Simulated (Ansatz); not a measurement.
# Zn27TeS26: the cost of one run

Method: DFT, PBE, plane-wave PAW, default files, scalar-relativistic, as far as a step names no other, in Ansatz 0.2.0.

The COD entry's cell or inner coordinates are ideal or old and differ from later refinements, so a difference from it is no clean test against experiment.

## 1. Starting point

The structure is cubic, space group F-43m (No. 216). Conventional cell: a = 16.212 Å, b = 16.212 Å, c = 16.212 Å, α = 90.00°, β = 90.00°, γ = 90.00°. Zn (site symmetry 3m) is surrounded by 1 Te at 2.34 Å and 3 S at 2.34 Å. Zn (site symmetry 2mm) is surrounded by 4 S at 2.34 Å. Zn (site symmetry m) has 4 S at 2.34 Å as nearest neighbours. Zn (site symmetry 3m) has 4 S at 2.34 Å as nearest neighbours. Zn (site symmetry -43m) has 4 S at 2.34 Å as nearest neighbours. Te (site symmetry -43m) is surrounded by 4 Zn at 2.34 Å. S (site symmetry m) is surrounded by 4 Zn at 2.34 Å. Around S (site symmetry 3m) lie 4 Zn at 2.34 Å. Only part of the 10 independent sites is listed.

Coordinates:

```
CELL_PARAMETERS angstrom
0.00000 8.10600 8.10600
8.10600 0.00000 8.10600
8.10600 8.10600 0.00000
ATOMIC_POSITIONS crystal
Zn 0.08333 0.08333 0.08333
Zn 0.08333 0.08333 0.41667
Zn 0.08333 0.08333 0.75000
Zn 0.08333 0.41667 0.08333
Zn 0.08333 0.41667 0.41667
Zn 0.08333 0.41667 0.75000
Zn 0.08333 0.75000 0.08333
Zn 0.08333 0.75000 0.41667
Zn 0.08333 0.75000 0.75000
Zn 0.41667 0.08333 0.08333
Zn 0.41667 0.08333 0.41667
Zn 0.41667 0.08333 0.75000
Zn 0.41667 0.41667 0.08333
Zn 0.41667 0.41667 0.41667
Zn 0.41667 0.41667 0.75000
Zn 0.41667 0.75000 0.08333
Zn 0.41667 0.75000 0.41667
Zn 0.41667 0.75000 0.75000
Zn 0.75000 0.08333 0.08333
Zn 0.75000 0.08333 0.41667
Zn 0.75000 0.08333 0.75000
Zn 0.75000 0.41667 0.08333
Zn 0.75000 0.41667 0.41667
Zn 0.75000 0.41667 0.75000
Zn 0.75000 0.75000 0.08333
Zn 0.75000 0.75000 0.41667
Zn 0.75000 0.75000 0.75000
Te 0.00000 0.00000 0.00000
S 0.00000 0.00000 0.33333
S 0.00000 0.00000 0.66667
S 0.00000 0.33333 0.00000
S 0.00000 0.33333 0.33333
S 0.00000 0.33333 0.66667
S 0.00000 0.66667 0.00000
S 0.00000 0.66667 0.33333
S 0.00000 0.66667 0.66667
S 0.33333 0.00000 0.00000
S 0.33333 0.00000 0.33333
S 0.33333 0.00000 0.66667
S 0.33333 0.33333 0.00000
S 0.33333 0.33333 0.33333
S 0.33333 0.33333 0.66667
S 0.33333 0.66667 0.00000
S 0.33333 0.66667 0.33333
S 0.33333 0.66667 0.66667
S 0.66667 0.00000 0.00000
S 0.66667 0.00000 0.33333
S 0.66667 0.00000 0.66667
S 0.66667 0.33333 0.00000
S 0.66667 0.33333 0.33333
S 0.66667 0.33333 0.66667
S 0.66667 0.66667 0.00000
S 0.66667 0.66667 0.33333
S 0.66667 0.66667 0.66667
```

Atom 28 of the input is the impurity.

## 2. Gradients at the starting positions

input.yaml reads:

```yaml
crystal:
  lattice:
    - [0.0, 8.106, 8.106]
    - [8.106, 0.0, 8.106]
    - [8.106, 8.106, 0.0]
  atoms:
    - { symbol: Zn, position: [0.0833333333, 0.0833333333, 0.0833333333] }
    - { symbol: Zn, position: [0.0833333333, 0.0833333333, 0.4166666667] }
    - { symbol: Zn, position: [0.0833333333, 0.0833333333, 0.75] }
    - { symbol: Zn, position: [0.0833333333, 0.4166666667, 0.0833333333] }
    - { symbol: Zn, position: [0.0833333333, 0.4166666667, 0.4166666667] }
    - { symbol: Zn, position: [0.0833333333, 0.4166666667, 0.75] }
    - { symbol: Zn, position: [0.0833333333, 0.75, 0.0833333333] }
    - { symbol: Zn, position: [0.0833333333, 0.75, 0.4166666667] }
    - { symbol: Zn, position: [0.0833333333, 0.75, 0.75] }
    - { symbol: Zn, position: [0.4166666667, 0.0833333333, 0.0833333333] }
    - { symbol: Zn, position: [0.4166666667, 0.0833333333, 0.4166666667] }
    - { symbol: Zn, position: [0.4166666667, 0.0833333333, 0.75] }
    - { symbol: Zn, position: [0.4166666667, 0.4166666667, 0.0833333333] }
    - { symbol: Zn, position: [0.4166666667, 0.4166666667, 0.4166666667] }
    - { symbol: Zn, position: [0.4166666667, 0.4166666667, 0.75] }
    - { symbol: Zn, position: [0.4166666667, 0.75, 0.0833333333] }
    - { symbol: Zn, position: [0.4166666667, 0.75, 0.4166666667] }
    - { symbol: Zn, position: [0.4166666667, 0.75, 0.75] }
    - { symbol: Zn, position: [0.75, 0.0833333333, 0.0833333333] }
    - { symbol: Zn, position: [0.75, 0.0833333333, 0.4166666667] }
    - { symbol: Zn, position: [0.75, 0.0833333333, 0.75] }
    - { symbol: Zn, position: [0.75, 0.4166666667, 0.0833333333] }
    - { symbol: Zn, position: [0.75, 0.4166666667, 0.4166666667] }
    - { symbol: Zn, position: [0.75, 0.4166666667, 0.75] }
    - { symbol: Zn, position: [0.75, 0.75, 0.0833333333] }
    - { symbol: Zn, position: [0.75, 0.75, 0.4166666667] }
    - { symbol: Zn, position: [0.75, 0.75, 0.75] }
    - { symbol: Te, position: [0.0, 0.0, 0.0] }
    - { symbol: S, position: [0.0, 0.0, 0.3333333333] }
    - { symbol: S, position: [0.0, 0.0, 0.6666666667] }
    - { symbol: S, position: [0.0, 0.3333333333, 0.0] }
    - { symbol: S, position: [0.0, 0.3333333333, 0.3333333333] }
    - { symbol: S, position: [0.0, 0.3333333333, 0.6666666667] }
    - { symbol: S, position: [0.0, 0.6666666667, 0.0] }
    - { symbol: S, position: [0.0, 0.6666666667, 0.3333333333] }
    - { symbol: S, position: [0.0, 0.6666666667, 0.6666666667] }
    - { symbol: S, position: [0.3333333333, 0.0, 0.0] }
    - { symbol: S, position: [0.3333333333, 0.0, 0.3333333333] }
    - { symbol: S, position: [0.3333333333, 0.0, 0.6666666667] }
    - { symbol: S, position: [0.3333333333, 0.3333333333, 0.0] }
    - { symbol: S, position: [0.3333333333, 0.3333333333, 0.3333333333] }
    - { symbol: S, position: [0.3333333333, 0.3333333333, 0.6666666667] }
    - { symbol: S, position: [0.3333333333, 0.6666666667, 0.0] }
    - { symbol: S, position: [0.3333333333, 0.6666666667, 0.3333333333] }
    - { symbol: S, position: [0.3333333333, 0.6666666667, 0.6666666667] }
    - { symbol: S, position: [0.6666666667, 0.0, 0.0] }
    - { symbol: S, position: [0.6666666667, 0.0, 0.3333333333] }
    - { symbol: S, position: [0.6666666667, 0.0, 0.6666666667] }
    - { symbol: S, position: [0.6666666667, 0.3333333333, 0.0] }
    - { symbol: S, position: [0.6666666667, 0.3333333333, 0.3333333333] }
    - { symbol: S, position: [0.6666666667, 0.3333333333, 0.6666666667] }
    - { symbol: S, position: [0.6666666667, 0.6666666667, 0.0] }
    - { symbol: S, position: [0.6666666667, 0.6666666667, 0.3333333333] }
    - { symbol: S, position: [0.6666666667, 0.6666666667, 0.6666666667] }
kpoints:
  mp_grid: { grid: [2, 2, 2] }
scf:
  occupations: { method: fermi_dirac, width: 0.01 }
hamiltonian:
  xc: pbe
  pseudopotentials: { kind: paw }
output:
  forces: true
  stress: true
  populations: true
  efg:
    quadrupole_moments_barn: { Zn: 0.122, S: -0.0694 }
    contact_densities: true
```

The run is started by

```sh
> ansatz run input.yaml --threads 4 --pin off --max-ram 8192MiB --backend cpu --events-out ev --progress --plain --runs-dir out
```

Q: Estimate wall time and peak memory on 4 threads of Intel Xeon Platinum 8488C (Sapphire Rapids), shared host.

About 30 s, with a peak of 4.7 GiB.
